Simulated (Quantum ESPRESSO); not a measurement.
Runs of Quantum ESPRESSO 7.5 on W. The cell holds a slab with vacuum, 5 atoms: a = 2.767 Å, b = 2.767 Å, c = 24.036 Å, α = 90.00°, β = 90.00°, γ = 109.47°. The slab is cut from a database's or a generator's crystal, which needn't be the stable form of the element.

```csv
potentials or basis,cutoff (eV),gap on the mesh (eV),largest force (eV/Å),work function (eV)
PseudoDojo 0.5 SR PBE standard,1007,none,0.76,4.72
GBRV 1.5 PBE,762,none,0.76,4.72
SPMS 1.0 PBE,912,none,0.77,4.72
PseudoDojo 0.4.1 SR PBE standard,1007,none,0.76,4.72
PseudoDojo 0.5 SR PBE stringent,1007,none,0.76,4.72
SG15 PBE 1.2,1020,none,0.73,4.73
JTH 2.0 PBE,490,none,0.77,(a)
PseudoDojo 0.4 SR PBE stringent,1007,none,0.76,4.72
SSSP 1.3 efficiency PBE,748,none,0.76,4.72
```

Alike in all rows: task work function; level PBE; no spin polarisation; cell as given; k mesh 5 × 5 × 1; smearing fermi-dirac 0.05 eV; the mesh is coarse, so values aren't converged.

**Question.** Fill in the values left out.

**Answer.** (a) 4.75.

Caveats: all runs use coarse meshes; the cell was measured hot, at 2171 K.

A k mesh can miss the band edges, and the runs leave out spin-orbit coupling on W.

A gap of «none» marks a metal or a gap under the smearing width.

The runs don't all hold the same shells in valence.
